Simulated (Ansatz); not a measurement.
**Platinum, dhcp under r²SCAN: ground state and equation of state**

Aim: take platinum in the dhcp structure, relax it, solve it on a dense k-mesh, then scale the cell to 7 volumes from 88 to 112 % of the relaxed one and try a fit of the equation of state. Spin polarisation is left out. The k-meshes are 13×13×4 for the relaxation; 17×17×5 for the dense run; 15×15×4 for the volumes.

Program: Ansatz 0.2.0. Level of theory: DFT r2SCAN, plane waves (500 eV) with PAW, scalar-relativistic; PBE-made PAW files. These are calculated values, not measurements.

## 1. The system as given

The structure is hexagonal, space group P6_3/mmc (No. 194). The conventional cell has a = 2.774 Å, b = 2.774 Å, c = 9.060 Å, α = 90.00°, β = 90.00°, γ = 120.00°. Pt (site symmetry -3m) has 12 Pt at 2.77 Å as nearest neighbours. Pt (site symmetry -6m2) is surrounded by 12 Pt at 2.77 Å.

As a file:

```cif
data_structure
_symmetry_space_group_name_H-M 'P6_3/mmc'
_symmetry_Int_Tables_number 194
_cell_length_a 2.7740
_cell_length_b 2.7740
_cell_length_c 9.0600
_cell_angle_alpha 90.000
_cell_angle_beta 90.000
_cell_angle_gamma 120.000
_cell_volume 60.38
loop_
_atom_site_label
_atom_site_type_symbol
_atom_site_symmetry_multiplicity
_atom_site_Wyckoff_symbol
_atom_site_fract_x
_atom_site_fract_y
_atom_site_fract_z
_atom_site_occupancy
Pt1 Pt 2 a 0.00000 0.00000 0.00000 1
Pt2 Pt 2 c 0.33333 0.66667 0.25000 1
```

## 2. Geometry optimisation

Contents of input.yaml:

```yaml
crystal:
  lattice:
    - [2.7740467412, 0.0, 0.0]
    - [-1.3870233706, 2.4023949491, 0.0]
    - [0.0, 0.0, 9.0600366567]
  atoms:
    - { symbol: Pt, position: [0.0, 0.0, 0.0] }
    - { symbol: Pt, position: [0.0, 0.0, 0.5] }
    - { symbol: Pt, position: [0.3333333333, 0.6666666667, 0.25] }
    - { symbol: Pt, position: [0.6666666667, 0.3333333333, 0.75] }
hamiltonian:
  xc: r2scan
  pseudopotentials:
    kind: paw
    azcp:
      Pt: "pseudopotentials/Pt.paw.azcp"
basis:
  ecutwfc: 500
  fft_grid_basis: typed
kpoints:
  mp_grid: { grid: [13, 13, 4], shift: [0, 0, 0] }
magnetization:
  spin_polarized: false
scf:
  occupations: { method: fermi_dirac, width: 0.1 }
relax:
  max_steps: 60
  f_tol: 0.01
  cell: {}
```

Started as:

```bash
ansatz run input.yaml --threads 1 --pin off --max-ram 3584MiB --backend cpu --events-out ev --progress --plain --runs-dir out
```

After this run come: Dense single point; At 88 % of the relaxed volume; At 92 % of the relaxed volume; At 96 % of the relaxed volume; At 100 % of the relaxed volume; At 104 % of the relaxed volume; At 108 % of the relaxed volume; At 112 % of the relaxed volume.

Before running it: what results should come out? Wanted: space group; conventional cell; volume; shortest distance; gap on the mesh; relative to fcc; V₀, B₀, B₀′.

The runs gave:

| quantity | value |
| --- | --- |
| space group (spins left aside) | P6_3/mmc (No. 194) |
| conventional cell | a = 2.765 Å, c = 9.281 Å (c/a = 3.357) |
| volume | 15.360 Å³/atom |
| shortest distance | 2.765 Å |
| gap on the mesh | none (levels filled in part) |
| relative to fcc | +34 meV/atom |
| V₀, B₀, B₀′ | 15.337 Å³/atom, 268 GPa, 5.4 |

The relaxation enlarged the cell by 1.8 % in volume. Against the reference form of platinum (fcc, computed apart with the same settings) it stands 34 meV/atom higher. Levels at the Fermi energy are filled in part, as in a metal. B₀ comes out at 268 GPa; letting shape and positions relax at each volume could only lower it. Relaxation kept the symmetry; phonons were not checked.
